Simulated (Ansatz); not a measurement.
# F₂HOSTa: basis-set convergence

One table from this session's results is given with a row withheld; the runs are named, their logs left out.

Computed with Ansatz 0.2.0, Gaussian basis. Level: one geometry, several basis sets.

Levels to be run: PBE0-D4/def2-SVP; ωB97M-V/def2-SVP; PBE0-D4/def2-QZVPP; ωB97M-V/def2-QZVPP; the functionals' def2-TZVPP values are taken from earlier runs.

### The relaxed structure

An earlier PBE0-D4 in a triple-zeta def2 set relaxation fixed the geometry. Ta takes the def2 core potential; no spin-orbit term is included.

SMILES `[OH][Ta]([F])([F])=[S]`, 6 atoms, charge 0, spin multiplicity 1.

Atoms are counted from 1 here; the program's logs count them from 0.

Bond lengths: O1–Ta2 1.874 Å, O1–H6 0.959 Å, Ta2–F3 1.866 Å, Ta2–F4 1.866 Å, Ta2–S5 2.155 Å. Angles: Ta2–O1–H6 132.9°, O1–Ta2–F3 109.2°, O1–Ta2–F4 109.2°, O1–Ta2–S5 108.9°, F3–Ta2–F4 111.0°, F3–Ta2–S5 109.3°, F4–Ta2–S5 109.3°.

The first run:

File in.yaml:

```yaml
crystal:
  periodic: [false, false, false]
  atoms:
    - {symbol: O, position_ang: [-1.047537, 0.410149, 0.926857]}
    - {symbol: Ta, position_ang: [0.286024, -0.319742, -0.168078]}
    - {symbol: F, position_ang: [1.717956, -0.868690, 0.894373]}
    - {symbol: F, position_ang: [-0.424688, -1.755588, -1.124013]}
    - {symbol: S, position_ang: [0.961249, 1.191167, -1.548781]}
    - {symbol: H, position_ang: [-1.450905, 1.278605, 0.973442]}
basis:
  gaussian: {orbitals: def2-SVP}
hamiltonian: {xc: pbe0, dispersion: d4}
output: {orbitals: {seedname: orbitals}}
```

The run is started by

```sh
> ansatz run in.yaml --threads 4 --pin off --events-out ev --progress --plain --max-ram 10444MiB
```

Steps of the session up to this table: PBE0-D4 in def2-SVP; ωB97M-V in def2-SVP; PBE0-D4 in def2-QZVPP; ωB97M-V in def2-QZVPP.

One table of the session follows, with a row left open; its other results are not shown here.

It belongs to the step «Density functionals: the series». 

```
functional       basis  HOMO (eV)  LUMO (eV)
   PBE0-D4    def2-SVP          ?          ?
   PBE0-D4  def2-TZVPP      -7.99      -1.77
   PBE0-D4  def2-QZVPP      -8.01      -1.81
   ωB97M-V    def2-SVP     -10.10       0.38
   ωB97M-V  def2-TZVPP     -10.08       0.38
   ωB97M-V  def2-QZVPP     -10.11       0.22
```

Estimate the missing values for PBE0-D4, def2-SVP.

**Answer.** HOMO (eV): -8.03; LUMO (eV): -1.81. In the column «HOMO (eV)» it lies between ωB97M-V, def2-TZVPP (-10.08) and PBE0-D4, def2-QZVPP (-8.01).
